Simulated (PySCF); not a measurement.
# CH4F2Ge: NMR shifts at several levels of theory, part 2 of 2

PySCF 2.14.0. Atoms count from 0. The steps go on from the part before.

### Step 10. Nuclear shieldings: B97-D/pcSseg-2

Job settings and geometry (Å):

```
{"job": {"kind": "nmr", "xc": "B97-D", "basis": "pcSseg-2", "pop": false}, "charge": 0, "multiplicity": 1}
F     -1.709966     1.328219    -0.892356
C     -1.371119     0.314913    -0.057233
F     -1.683635    -0.856179    -0.666099
Ge     0.583468     0.374404     0.305129
H     -1.993504     0.401415     0.852455
H      0.944182    -0.782263     1.250818
H      0.920174     1.722261     0.962889
H      1.315378     0.226625    -1.034994
```

Method: GIAO B97-D/pcSseg-2 NMR shielding, non-relativistic, gas phase.

Log:

```text
coarse grid: 33088 points
cycle   1  E = -2318.1496060828  dE = -3.769e-01  |g| = 1.088e+00  |ddm| = 1.888e+00
cycle   2  E = -2317.8901561037  dE =  2.594e-01  |g| = 1.726e+00  |ddm| = 1.028e+00
cycle   3  E = -2318.2361049618  dE = -3.459e-01  |g| = 2.459e-01  |ddm| = 8.056e-01
cycle   4  E = -2318.2446895245  dE = -8.585e-03  |g| = 1.119e-01  |ddm| = 1.253e-01
cycle   5  E = -2318.2457770566  dE = -1.088e-03  |g| = 1.351e-02  |ddm| = 3.715e-02
cycle   6  E = -2318.2458040070  dE = -2.695e-05  |g| = 3.349e-03  |ddm| = 1.148e-02
cycle   7  E = -2318.2458065256  dE = -2.519e-06  |g| = 1.281e-03  |ddm| = 3.559e-03
final grid: 68944 points
cycle   8  E = -2318.2458680575  dE =  3.752e-07  |g| = 1.880e-03  |ddm| = 2.944e-03
cycle   9  E = -2318.2458667789  dE =  1.279e-06  |g| = 2.929e-03  |ddm| = 3.815e-03
cycle  10  E = -2318.2458689245  dE = -2.146e-06  |g| = 1.935e-04  |ddm| = 2.334e-03
cycle  11  E = -2318.2458689295  dE = -4.901e-09  |g| = 2.720e-05  |ddm| = 8.709e-05
cycle  12  E = -2318.2458689296  dE = -1.210e-10  |g| = 1.007e-05  |ddm| = 2.021e-05
converged SCF energy = -2318.2458689296

GIAO shielding tensors (ppm)
atom      isotropic    diamagn.    paramagn.     s11        s22        s33       span
  0 F      298.188     466.736    -168.548    175.685    294.655    424.223    248.538
  1 C       47.279     235.013    -187.734     21.738     56.285     63.814     42.076
  2 F      298.158     468.571    -170.412    175.880    294.861    423.734    247.854
  3 Ge    1518.482    2759.234   -1240.752   1474.244   1493.462   1587.740    113.496
  4 H       24.718      27.243      -2.526     22.828     24.104     27.220      4.392
  5 H       27.345      28.876      -1.531     21.669     22.601     37.766     16.098
  6 H       27.344      28.610      -1.266     21.662     22.608     37.763     16.101
  7 H       27.372      28.926      -1.554     21.907     22.923     37.285     15.378
```

Run time: 18 s. Hardware: 1 thread of AMD EPYC 9R45, shared host; peak memory 0.81 GiB.

Key values: δ C1 131.7, F0 -144.0, Ge3 -254, H4 6.68, H5 4.04 ppm (means over like atoms).

### Step 11. Shielding tensors: B3LYP/pcSseg-2

The job, as its differences from that of step 10:

```diff
@@ -1,2 +1,2 @@
-{"job": {"kind": "nmr", "xc": "B97-D", "basis": "pcSseg-2", "pop": false}, "charge": 0, "multiplicity": 1}
+{"job": {"kind": "nmr", "xc": "B3LYP", "basis": "pcSseg-2", "pop": false}, "charge": 0, "multiplicity": 1}
 F     -1.709966     1.328219    -0.892356
```

With the program's defaults for keys left out, this is: GIAO B3LYP/pcSseg-2 NMR shielding, non-relativistic, gas phase.

Log:

```text
coarse grid: 33088 points
cycle   1  E = -2317.2674745335  dE = -3.787e-01  |g| = 1.248e+00  |ddm| = 1.874e+00
cycle   2  E = -2317.1132553136  dE =  1.542e-01  |g| = 1.664e+00  |ddm| = 8.345e-01
cycle   3  E = -2317.3739698191  dE = -2.607e-01  |g| = 1.781e-01  |ddm| = 5.824e-01
cycle   4  E = -2317.3779426417  dE = -3.973e-03  |g| = 8.587e-02  |ddm| = 8.487e-02
cycle   5  E = -2317.3786357190  dE = -6.931e-04  |g| = 6.871e-03  |ddm| = 2.606e-02
cycle   6  E = -2317.3786410536  dE = -5.335e-06  |g| = 1.469e-03  |ddm| = 4.440e-03
final grid: 68944 points
cycle   7  E = -2317.3786510888  dE =  1.400e-07  |g| = 1.751e-03  |ddm| = 2.430e-03
cycle   8  E = -2317.3786506599  dE =  4.289e-07  |g| = 2.350e-03  |ddm| = 2.638e-03
cycle   9  E = -2317.3786517618  dE = -1.102e-06  |g| = 2.292e-04  |ddm| = 1.404e-03
cycle  10  E = -2317.3786517669  dE = -5.076e-09  |g| = 3.828e-05  |ddm| = 9.808e-05
cycle  11  E = -2317.3786517671  dE = -2.246e-10  |g| = 4.740e-06  |ddm| = 1.929e-05
converged SCF energy = -2317.3786517671

GIAO shielding tensors (ppm)
atom      isotropic    diamagn.    paramagn.     s11        s22        s33       span
  0 F      307.657     466.411    -158.754    179.969    305.136    437.866    257.897
  1 C       47.930     233.507    -185.578     22.685     57.125     63.979     41.295
  2 F      307.620     468.144    -160.524    180.158    305.326    437.374    257.216
  3 Ge    1539.583    2755.658   -1216.075   1495.577   1513.366   1609.806    114.230
  4 H       24.958      27.511      -2.553     22.976     24.362     27.537      4.561
  5 H       27.406      28.598      -1.192     21.640     22.573     38.006     16.367
  6 H       27.405      28.372      -0.967     21.633     22.581     38.002     16.369
  7 H       27.392      28.596      -1.204     21.795     22.874     37.506     15.711
```

It took 11 s on 1 thread of AMD EPYC 9R45, shared host; peak memory 1 GiB.

Key values: δ C1 131.3, F0 -137.9, Ge3 -246, H4 6.43, H5 3.99 ppm (means over like atoms).

### Step 12. Run by run: NMR shifts

Shifts (ppm), means over like atoms, with basis size and wall time:

```csv
run,C1,H4,H5,F0,Ge3,functions,time
HF/pcSseg-2,111.9,5.66,3.81,-115.1,-201,227,7.7 s
LDA/pcSseg-2,139.4,6.88,4.26,-150.1,-276,227,17 s
PBE/pcSseg-2,134.9,6.75,4.03,-147.3,-259,227,19 s
BLYP/pcSseg-2,136.2,6.72,4.02,-145.8,-264,227,20 s
BP86/pcSseg-2,134.5,6.74,4.08,-148.3,-260,227,19 s
OPBE/pcSseg-2,129.3,6.66,3.96,-144.7,-241,227,19 s
KT2/pcSseg-2,130.4,6.75,3.99,-151.9,-256,227,19 s
KT3/pcSseg-2,128.5,6.64,3.84,-146.9,-244,227,18 s
B97-D/pcSseg-2,131.7,6.68,4.04,-144.0,-254,227,18 s
B3LYP/pcSseg-2,131.3,6.43,3.99,-137.9,-246,227,11 s
```

### Step 13. Summary of results

This closing draws on all 2 parts.

```
                                                               quantity             value
                                   ¹³C shifts against TMS (HF/pcSseg-2)         111.9 ppm
   ¹H shifts against TMS (HF/pcSseg-2, means over atoms taken as alike)    5.66, 3.81 ppm
¹⁹F shifts against CFCl3 (HF/pcSseg-2, means over atoms taken as alike)        -115.1 ppm
                                ⁷³Ge shifts against GeMe4 (HF/pcSseg-2)          -201 ppm
                                              range of the shift of Ge3  -276 to -201 ppm
```

In words: Single values in the summary come from the first run of each kind that ended normally (HF/pcSseg-2), which need not be the best level. H4 (hydrogen on an sp3 CH bonded to 2 F and Ge) lies farthest downfield among hydrogen, at 5.66 ppm; its carbon carries F, which withdraws density. At HF/pcSseg-2: The largest span, 256 ppm, is at F0, F2, where the paramagnetic term is -106 ppm. In ppm, Ge3 moves most: its shift spreads over 75 ppm, from -276 (LDA/pcSseg-2) to -201 (HF/pcSseg-2). Spin-orbit coupling is left out, which matters for shieldings and couplings at and beside the heavy atoms.
